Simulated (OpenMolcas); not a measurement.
**Cu³⁺ among point charges: CASSCF and CASPT2 levels and susceptibility**

Aim: the splitting of the states of Cu³⁺ in the field of 6 point charges, its lowest levels with spin-orbit coupling and its magnetic susceptibility.

Program: OpenMolcas 26.06. Level of theory: state-averaged CASSCF and CASPT2, spin-orbit coupling by RASSI with atomic mean-field integrals. These are calculated values, not measurements, unless marked.

## 1. The system

| Property | Result |
| --- | --- |
| Species | Cu³⁺ (copper, Z = 29, 26 electrons) |
| Basis | ANO-RCC-VDZP [5s4p2d1f], 34 functions |
| Scalar Hamiltonian | DKH2, point nucleus |
| Inactive shells | 1s 2s 2p 3s 3p |
| Active space | 8 electrons in 5 orbitals (3d) |
| Some configurations of this space | 3d⁸ |
| Orbitals | optimised for each spin and parity, averaged over all roots |

The outer shells:

3d8
```
3d [↑↓][↑↓][↑↓][↑ ][↑ ]
```

The ion sits among 6 point charges of -2 e arranged as a tetragonal octahedron (D4h), 2.1 Å from the ion, with the axial distance 1.995 Å.

Each step is its own input file, run in one work folder so that later steps find the files of earlier ones. Labels, J, g values, rates, χT and fits are worked out afterwards by a script from the matrices that RASSI stores. The input lists half of the charges; inversion (Group=XYZ) makes the rest.

## 2. Basis and integrals

a.inp reads:

```
&GATEWAY
Coord
1

Cu 0.0 0.0 0.0
Basis=ANO-RCC-VDZP
Group=XYZ
NoMove
AngMom=0.0 0.0 0.0
AMFI
XField
3 Angstrom 0
2.100000 0.000000 0.000000 -2.000000
0.000000 2.100000 0.000000 -2.000000
0.000000 0.000000 1.995000 -2.000000
&SEWARD
```

On the command line:

```sh
OMP_NUM_THREADS=1 MOLCAS_MEM=1689 MOLCAS_PROJECT=a pymolcas a.inp > a.log
```

## 3. CASSCF: triplets of even parity, 10 roots

a.inp reads:

```
&RASSCF
FileOrb=start.orb
Symmetry=1
Spin=3
nActEl=8 0 0
Inactive=3 6
Ras2=5 0
CIRoot=10 10 1
SDav=10
CIMx=300
Iter=120 100
PrWF=0.3
OrbListing=Nothing
MaxOrb=0
>>> COPY $Project.JobIph JOB001
```

start.orb holds the contracted functions of the basis, ordered by shell, or the orbitals of the step before.

## 4. Reference wave functions, singlets of even parity, 15 roots

a.inp reads:

```
&RASSCF
FileOrb=start.orb
Symmetry=1
Spin=1
nActEl=8 0 0
Inactive=3 6
Ras2=5 0
CIRoot=15 15 1
SDav=15
CIMx=300
Iter=120 100
PrWF=0.3
OrbListing=Nothing
MaxOrb=0
>>> COPY $Project.JobIph JOB002
```

## 5. State interaction with spin-orbit coupling

a.inp reads:

```
&RASSI
NrOfJobIphs=2 10 15
1 2 3 4 5 6 7 8 9 10
1 2 3 4 5 6 7 8 9 10 11 12 13 14 15
IphNames
JOB001
JOB002
EJob
SpinOrbit
DIPRint=1.0
SOCoupling=1000.0
Subsets=2
Property=9
'ANGMOM' 1 'ANGMOM' 2 'ANGMOM' 3 'MLTPL  1' 1 'MLTPL  1' 2 'MLTPL  1' 3
'AMFI' 1 'AMFI' 2 'AMFI' 3
SOProperty=3
'ANGMOM' 1 'ANGMOM' 2 'ANGMOM' 3
```

## 6. CASPT2: IPEA 0.25, imaginary shift 0.1 (closed shells correlated: 3s 3p)

a.inp reads:

```
>>> COPY JOB001 $Project.JobIph
&CASPT2
Multistate=10 1 2 3 4 5 6 7 8 9 10
NoMult
Frozen=2 3
IPEA=0.25
Imaginary=0.1
MaxIter=60
WThr=0.0 0.3 0.05
PrWF=0.5
NoMix
>>> COPY JOB002 $Project.JobIph
&CASPT2
Multistate=15 1 2 3 4 5 6 7 8 9 10 11 12 13 14 15
NoMult
Frozen=2 3
IPEA=0.25
Imaginary=0.1
MaxIter=60
WThr=0.0 0.3 0.05
PrWF=0.5
NoMix
```

(Steps that only read results are left out.)

Before running it: what results should come out? Wanted: spin-free ground state; first state of the same spin within the active space; lowest level; next level.

As calculated:

```
                                            quantity                                                                        value
                                              method  SS-CASPT2, IPEA 0.25, imaginary shift 0.1 (closed shells correlated: 3s 3p)
                              spin-free ground state                                              3B1, 1-fold in its orbital part
first state of the same spin within the active space                                                             3B2 at 2660 cm⁻¹
                                        lowest level                                                                    1-fold B2
                                          next level                                                                    10.4 cm⁻¹
                                         χT at 300 K                                                               2.32 cm³ K/mol
                           effective moment at 300 K                                                                      4.31 μB
```

Cost by method:

| method | time of its own steps | time with the reference |
| --- | --- | --- |
| A. CASSCF | 4.7 s | 4.7 s |
| B. SS-CASPT2, IPEA 0.25, imaginary shift 0.1, +3s 3p | 1.5 s | 6.2 s |

Times are of one thread on a shared host.

In words: The spin-free ground state (3B1) comes to 100 % from free-ion F terms and keeps the highest spin of the shell. χT at 300 K is 2.32, against 1.00 cm³ K/mol for the spin alone, so orbital moment adds to it. The field of point charges can differ much from that of real complexes. Point charges carry no covalency, so the field is a model and not that of real ligands.
